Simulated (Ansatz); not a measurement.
**C8H10: small, medium and large basis sets**

The task here is to estimate one member of a computed series from the others.

The runs use Ansatz 0.2.0, Gaussian basis; one geometry, several basis sets.

Levels to be run: PBE0-D4/def2-SVP; ωB97M-V/def2-SVP; PBE0-D4/def2-QZVPP; ωB97M-V/def2-QZVPP; the functionals' def2-TZVPP values are taken from earlier runs.

**The geometry**

The geometry comes from an earlier relaxation with PBE0-D4 in a triple-zeta def2 set; it is a stationary point, not always the lowest conformer.

SMILES `CCc1ccccc1`, 18 atoms, charge 0, spin multiplicity 1.

Atoms are counted from 1 here; the program's logs count them from 0.

Bond lengths: C1–C2 1.526 Å, C1–H9 1.093 Å, C1–H10 1.093 Å, C1–H11 1.093 Å, C2–C3 1.501 Å, C2–H12 1.094 Å, C2–H13 1.094 Å, C3–C4 1.392 Å, C3–C8 1.392 Å, C4–C5 1.386 Å, C4–H14 1.086 Å, C5–C6 1.387 Å, C5–H15 1.084 Å, C6–C7 1.387 Å, C6–H16 1.084 Å, C7–C8 1.386 Å, C7–H17 1.084 Å, C8–H18 1.086 Å. Angles: C2–C1–H9 110.9°, C2–C1–H10 111.2°, C2–C1–H11 110.9°, H9–C1–H10 108.2°, H9–C1–H11 107.5°, H10–C1–H11 108.2°, C1–C2–C3 112.3°, C1–C2–H12 109.5°, C1–C2–H13 109.5°, C3–C2–H12 109.4°, C3–C2–H13 109.4°, H12–C2–H13 106.7°, C2–C3–C4 120.8°, C2–C3–C8 120.8°, C4–C3–C8 118.3°, C3–C4–C5 121.0°, C3–C4–H14 119.3°, C5–C4–H14 119.7° and more.

Coordinates:

```xyz
18
charge 0, multiplicity 1
C     2.4785    0.1736   -0.4827
C     1.4517   -0.9375   -0.2872
C     0.0768   -0.4001   -0.0147
C    -0.7999   -0.1205   -1.0588
C    -2.0532    0.4189   -0.8135
C    -2.4524    0.6887    0.4870
C    -1.5895    0.4129    1.5372
C    -0.3375   -0.1268    1.2855
H     2.5415    0.8058    0.4062
H     3.4717   -0.2372   -0.6793
H     2.2028    0.8145   -1.3236
H     1.4248   -1.5702   -1.1795
H     1.7627   -1.5791    0.5428
H    -0.4959   -0.3338   -2.0792
H    -2.7231    0.6247   -1.6410
H    -3.4332    1.1071    0.6816
H    -1.8946    0.6144    2.5580
H     0.3311   -0.3442    2.1129
```

Set-up of the first run:

in.yaml

```yaml
crystal:
  periodic: [false, false, false]
  atoms:
    - {symbol: C, position_ang: [2.478505, 0.173583, -0.482749]}
    - {symbol: C, position_ang: [1.451677, -0.937531, -0.287186]}
    - {symbol: C, position_ang: [0.076814, -0.400050, -0.014721]}
    - {symbol: C, position_ang: [-0.799861, -0.120484, -1.058833]}
    - {symbol: C, position_ang: [-2.053250, 0.418896, -0.813535]}
    - {symbol: C, position_ang: [-2.452366, 0.688743, 0.487006]}
    - {symbol: C, position_ang: [-1.589481, 0.412935, 1.537202]}
    - {symbol: C, position_ang: [-0.337542, -0.126818, 1.285499]}
    - {symbol: H, position_ang: [2.541474, 0.805804, 0.406170]}
    - {symbol: H, position_ang: [3.471745, -0.237250, -0.679310]}
    - {symbol: H, position_ang: [2.202755, 0.814490, -1.323607]}
    - {symbol: H, position_ang: [1.424824, -1.570181, -1.179503]}
    - {symbol: H, position_ang: [1.762669, -1.579112, 0.542802]}
    - {symbol: H, position_ang: [-0.495941, -0.333764, -2.079161]}
    - {symbol: H, position_ang: [-2.723146, 0.624731, -1.640969]}
    - {symbol: H, position_ang: [-3.433184, 1.107080, 0.681577]}
    - {symbol: H, position_ang: [-1.894618, 0.614383, 2.558026]}
    - {symbol: H, position_ang: [0.331125, -0.344155, 2.112892]}
basis:
  gaussian: {orbitals: def2-SVP}
hamiltonian: {xc: pbe0, dispersion: d4}
output: {orbitals: {seedname: orbitals}}
```

Steps of the session up to this table: PBE0-D4 in def2-SVP; ωB97M-V in def2-SVP; PBE0-D4 in def2-QZVPP; ωB97M-V in def2-QZVPP.

One table of the session follows, with a row left open; its other results are not shown here.

It belongs to the step «Density functionals: the series». 

```
functional       basis  HOMO (eV)  LUMO (eV)
   PBE0-D4    def2-SVP      -6.94       0.01
   PBE0-D4  def2-TZVPP          ?          ?
   PBE0-D4  def2-QZVPP      -6.97      -0.17
   ωB97M-V    def2-SVP      -9.02       2.09
   ωB97M-V  def2-TZVPP      -9.03       1.87
   ωB97M-V  def2-QZVPP      -9.04       1.70
```

Estimate the missing values for PBE0-D4, def2-TZVPP.

As computed: HOMO (eV): -6.96; LUMO (eV): -0.13. In the column «HOMO (eV)» it lies between PBE0-D4, def2-QZVPP (-6.97) and PBE0-D4, def2-SVP (-6.94).
